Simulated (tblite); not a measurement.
# C11H13F11: the cost of one run

Computed with tblite 0.8.0 and PySCF 2.14.0 and routines of our own; the level stands in each step. Atoms count from 0.

### Step 1. The starting structure

35 atoms, charge 0, multiplicity 1; geometry from: force field, distance geometry or constructed start.

### Step 2. Geometry optimisation with GFN2-xTB

Job settings and geometry (Å):

```
{"job": {"kind": "relax", "xc": "GFN2-xTB", "basis": "xTB"}, "charge": 0, "multiplicity": 1}
C     -4.610500     1.460500     0.076700
C     -4.391800     0.473700    -1.059100
C     -3.941700    -0.916000    -0.572000
C     -2.643900    -0.951300     0.223900
C     -1.432300    -0.440600    -0.545400
C     -0.143200    -0.612600     0.255400
C      1.078600    -0.093000    -0.508900
F      1.162000    -0.753200    -1.688800
F      0.883100     1.213800    -0.807400
C      2.367100    -0.264800     0.291500
F      2.559700    -1.580400     0.582600
F      2.234800     0.367800     1.489300
C      3.565900     0.290900    -0.446800
F      3.451000     1.642100    -0.581900
F      3.583200    -0.187300    -1.732000
C      4.900800    -0.046100     0.189600
F      5.123300    -1.392200     0.134200
F      5.896000     0.502200    -0.585400
C      5.039900     0.450200     1.611700
F      6.308100     0.278200     2.071900
F      4.748300     1.766900     1.728200
F      4.235800    -0.221600     2.464300
H     -5.320100     1.070400     0.819200
H     -5.030300     2.392200    -0.319700
H     -3.680300     1.707000     0.593700
H     -3.665000     0.880800    -1.756100
H     -5.325800     0.360800    -1.610300
H     -4.746100    -1.345600     0.044100
H     -3.845400    -1.567300    -1.450200
H     -2.460500    -1.996500     0.528800
H     -2.752900    -0.387700     1.159900
H     -1.350100    -0.980100    -1.498100
H     -1.566300     0.621200    -0.791000
H     -0.236000    -0.070900     1.209400
H     -0.002200    -1.673100     0.486500
```

Started as:

```sh
> OMP_NUM_THREADS=1 python large_run.py task.json out
```

One launch serves the whole session: the jobs run in the order shown.

Q: Estimate the wall time and peak memory of this first job on 1 thread of Intel Xeon Platinum 8375C at 2.90GHz, shared host.

About 2.5 s, with a peak of 0.19 GiB.
